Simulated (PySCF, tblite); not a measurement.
# C2H8O3Si2: geometry, infrared bands and NMR shifts

What infrared bands and NMR shifts should C2H8O3Si2 (`O=COC[SiH2][SiH2]O`) show?

The runs use tblite 0.8.0 and PySCF 2.14.0, with density-fitted response routines of our own; the level of theory stands in each step. All values are computed, except where a source is named. Atoms are numbered from 0 throughout.

## (1) The molecule as given

15 atoms, charge 0, multiplicity 1; geometry from: force field or distance geometry start.

Bonds of the start (Å): O0–C1 1.27, C1–O2 1.38, O2–C3 1.39, C3–Si4 1.85, Si4–Si5 2.24, Si5–O6 1.71, C1–H7 1.09, C3–H8 1.12, C3–H9 1.10, Si4–H10 1.49, Si4–H11 1.46, Si5–H12 1.49, Si5–H13 1.46, O6–H14 0.99.

## (2) Geometry optimisation with GFN2-xTB

What the job is given:

```
{"job": {"kind": "relax", "xc": "GFN2-xTB", "basis": "xTB"}, "charge": 0, "multiplicity": 1}
O     -2.313900    -0.306000     1.328900
C     -2.933000    -0.364700     0.218500
O     -2.347600    -0.041600    -0.984100
C     -1.038100     0.409800    -1.081200
Si     0.254200    -0.757100    -0.460600
Si     2.011000     0.409200     0.288600
O      3.467800    -0.092300    -0.455200
H     -3.968600    -0.700400     0.187700
H     -0.886200     1.400400    -0.573900
H     -0.857200     0.612700    -2.148300
H      0.776300    -1.525800    -1.621500
H     -0.197300    -1.756800     0.496000
H      2.058900     0.311800     1.774900
H      1.798900     1.805500    -0.100400
H      4.170200     0.603200    -0.397000
```

Run with:

```
$ OMP_NUM_THREADS=1 python probes_run.py task.json out
```

The driver reads the jobs from task.json and runs them one after another.

**Question.** This job is followed by: GFN2-xTB harmonic vibrations, gas phase; GIAO PBE0/pcSseg-1 NMR shielding, non-relativistic, gas phase. What will the session give for the following? strongest single infrared mode (GFN2-xTB); zero-point energy (GFN2-xTB); 13C shifts against TMS (PBE0/pcSseg-1); 1H shifts against TMS (PBE0/pcSseg-1, means over atoms taken as alike); 17O shifts against H2O (PBE0/pcSseg-1); 29Si shifts against TMS (PBE0/pcSseg-1).

The runs gave:

| quantity | value |
| --- | --- |
| strongest single infrared mode (GFN2-xTB) | 693 cm⁻¹, 555 km/mol |
| zero-point energy (GFN2-xTB) | 60.8 kcal/mol |
| 13C shifts against TMS (PBE0/pcSseg-1) | 169.8, 55.1 ppm |
| 1H shifts against TMS (PBE0/pcSseg-1, means over atoms taken as alike) | 7.88, 5.67, 4.28, 3.87, 0.37 ppm |
| 17O shifts against H2O (PBE0/pcSseg-1) | 426.2, 202.9, -1.2 ppm |
| 29Si shifts against TMS (PBE0/pcSseg-1) | -18.7, -83.8 ppm |

What this shows: Over 133 steps the energy fell by 1.017 eV; of the close pairs, C3–Si4 changed most, 1.848 to 1.934 Å. All 39 modes are real, so the xTB geometry is a minimum. The strongest single mode, at 693 cm⁻¹, moves mainly H10, H13 and H12. Unscaled tight-binding wavenumbers are off by several per cent, some by more. Its intensities can rank the bands wrongly. At PBE0/pcSseg-1: The widest tensor belongs to O0: span 643 ppm, with a paramagnetic part of -496 ppm.
